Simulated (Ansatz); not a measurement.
# CH3F4MoN: the cost of one run

Computed with Ansatz 0.2.0, Gaussian basis. Level: the settings change from run to run.

### 1 The molecule

The structure was relaxed beforehand with PBE0-D4 in a triple-zeta def2 set. Mo takes a core potential in def2 sets; no spin-orbit term is included.

SMILES `C[N]=[Mo]([F])([F])([F])[F]`, 10 atoms, charge 0, spin multiplicity 1.

Atoms are counted from 1 here; the program's logs count them from 0.

Bond lengths: C1–N2 1.414 Å, C1–H8 1.093 Å, C1–H9 1.093 Å, C1–H10 1.093 Å, N2–Mo3 1.673 Å, Mo3–F4 1.853 Å, Mo3–F5 1.853 Å, Mo3–F6 1.853 Å, Mo3–F7 1.853 Å. Angles: N2–C1–H8 109.6°, N2–C1–H9 109.6°, N2–C1–H10 109.6°, H8–C1–H9 109.3°, H8–C1–H10 109.3°, H9–C1–H10 109.3°, C1–N2–Mo3 179.6°, N2–Mo3–F4 104.0°, N2–Mo3–F5 103.8°, N2–Mo3–F6 104.1°, N2–Mo3–F7 104.0°, F4–Mo3–F5 86.7°, F4–Mo3–F6 86.7°, F4–Mo3–F7 152.1°, F5–Mo3–F6 152.1°, F5–Mo3–F7 86.7°, F6–Mo3–F7 86.6°.

### 2 wB97X-V/STO-3G

Input file in.yaml:

```yaml
crystal:
  periodic: [false, false, false]
  atoms:
    - {symbol: C, position_ang: [0.414896, -1.710048, -0.056849]}
    - {symbol: N, position_ang: [0.084497, -0.335733, -0.005625]}
    - {symbol: Mo, position_ang: [-0.301371, 1.291314, 0.045032]}
    - {symbol: F, position_ang: [-2.143055, 1.320281, -0.158103]}
    - {symbol: F, position_ang: [-0.205188, 1.824767, -1.726991]}
    - {symbol: F, position_ang: [-0.602922, 1.626775, 1.842472]}
    - {symbol: F, position_ang: [1.334280, 2.131630, 0.274372]}
    - {symbol: H, position_ang: [-0.434307, -2.305271, 0.289150]}
    - {symbol: H, position_ang: [1.278457, -1.904468, 0.584708]}
    - {symbol: H, position_ang: [0.657912, -1.990448, -1.085265]}
basis:
  gaussian: {orbitals: STO-3G}
hamiltonian: {xc: {name: wB97X-V}}
```

Started as:

```
$ ansatz run in.yaml --threads 4 --pin off --events-out ev --progress --plain --max-ram 11315MiB
```

Q: Estimate wall time and peak memory on 4 threads of Arm Neoverse V1, shared host.

About 4.3 s, with a peak of 0.27 GiB.
